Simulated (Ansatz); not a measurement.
# Sc3SiF: the cost of one run

Method: DFT PBE, scalar-relativistic, plane waves, PAW, in Ansatz 0.2.0.

1 further run of the same task is left out (it didn't finish).

**1. The starting structure**

Symmetry: P-62m, No. 189, hexagonal system. Conventional cell: a = 4.766 Å, b = 4.766 Å, c = 5.012 Å, α = 90.00°, β = 90.00°, γ = 120.00°. Around Sc (site symmetry m2m) lie 1 F at 1.77 Å. Si (site symmetry -62m) is surrounded by 2 F at 2.51 Å. F (site symmetry -62m) has 3 Sc at 1.77 Å as nearest neighbours.

Structure file:

```
CELL_PARAMETERS angstrom
4.76613 0.00000 0.00000
-2.38306 4.12759 0.00000
0.00000 0.00000 5.01216
ATOMIC_POSITIONS crystal
Sc 0.62901 0.00000 0.00000
Sc 0.00000 0.62901 0.00000
Sc 0.37099 0.37099 0.00000
Si 0.00000 0.00000 0.50000
F 0.00000 0.00000 0.00000
```

The cell is invented: random cell by space group and Wyckoff sites (P-62m, No. 189). Its size is a rough estimate.

**2. The guess as it stands, on a coarse mesh**

Contents of input.yaml:

```yaml
crystal:
  lattice:
    - [4.76612857, 0.0, 0.0]
    - [-2.38306428, 4.12758842, 0.0]
    - [0.0, 0.0, 5.01215855]
  atoms:
    - { symbol: Sc, position: [0.62901471, 0.0, 0.0] }
    - { symbol: Sc, position: [0.0, 0.62901471, 0.0] }
    - { symbol: Sc, position: [0.37098529, 0.37098529, 0.0] }
    - { symbol: Si, position: [0.0, 0.0, 0.5] }
    - { symbol: F, position: [0.0, 0.0, 0.0] }
basis:
  ecutwfc: 420
kpoints:
  mp_grid: { grid: [6, 6, 4] }
hamiltonian:
  xc: pbe
scf:
  occupations: { method: gaussian, width: 0.1 }
  lower_state_search: "off"
output:
  forces: true
  stress: true
  eigenvalues: true
```

Launch:

```bash
ansatz run input.yaml --threads 1 --pin off --max-ram 2560MiB --backend cpu --events-out ev --progress --plain --runs-dir out
```

Q: Estimate wall time and peak memory on 1 thread of Intel Xeon at 2.70GHz, shared host.

About 8.8 s, with a peak of 0.36 GiB.
